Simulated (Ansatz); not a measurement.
**Al (hcp type): a relaxation**

The task is a relaxation on Al (hcp type). The structure is shown as the input types it.

Method: DFT, PBEsol, PAW with Ansatz's default frozen-core files, scalar-relativistic, in Ansatz 0.2.0.

1 further run of the same task is left out (it didn't finish). Runs told in other sessions of the task aren't counted.

### Step 1. The structure to begin with

It takes space group P6_3/mmc (No. 194, hexagonal). Conventional cell: a = 2.531 Å, b = 2.531 Å, c = 4.117 Å, α = 90.00°, β = 90.00°, γ = 120.00°. Around Al (site symmetry -6m2) lie 12 Al at 2.52 to 2.53 Å.

Structure file:

```cif
data_structure
_symmetry_space_group_name_H-M 'P6_3/mmc'
_symmetry_Int_Tables_number 194
_cell_length_a 2.5306
_cell_length_b 2.5306
_cell_length_c 4.1169
_cell_angle_alpha 90.000
_cell_angle_beta 90.000
_cell_angle_gamma 120.000
_cell_volume 22.83
loop_
_atom_site_label
_atom_site_type_symbol
_atom_site_symmetry_multiplicity
_atom_site_Wyckoff_symbol
_atom_site_fract_x
_atom_site_fract_y
_atom_site_fract_z
_atom_site_occupancy
Al1 Al 2 c 0.33333 0.66667 0.25000 1
```

### Step 2. The calculation

Input file input.yaml:

```yaml
crystal:
  lattice:
    - [2.5306377861, 0.0, 0.0]
    - [-1.2653188931, 2.1915966106, 0.0]
    - [0.0, 0.0, 4.116867629]
  atoms:
    - { symbol: Al, position: [0.3333333333, 0.6666666667, 0.25], spin: 2.0 }
    - { symbol: Al, position: [0.6666666667, 0.3333333333, 0.75] }
kpoints:
  mp_grid: { grid: [17, 17, 9] }
scf:
  occupations: { method: fermi_dirac, width: 0.05 }
  max_iter: 60
hamiltonian:
  xc: pbesol
  pseudopotentials: { kind: paw }
output:
  forces: true
  stress: true
relax:
  f_tol: 0.005
  max_steps: 30
  cell: { stress_tol: 0.21, fix: [volume] }
```

On the command line:

```
ansatz run input.yaml --threads 1 --pin off --max-ram 2048MiB --backend cpu --events-out ev --progress --plain --runs-dir out
```

**Question.** How will this run end, and is anything wrong with its input?

The run ended at the input check. The line that matters: «inconsistent input (magnetization.spin_polarized): false but per-atom `spin:`, `per_species`, `initial_magnetization`, `magnetic_field`, or `spin_locking` is set»

The atoms carry spins in the input while the run has one spin channel.

Fix: make the spin settings agree.
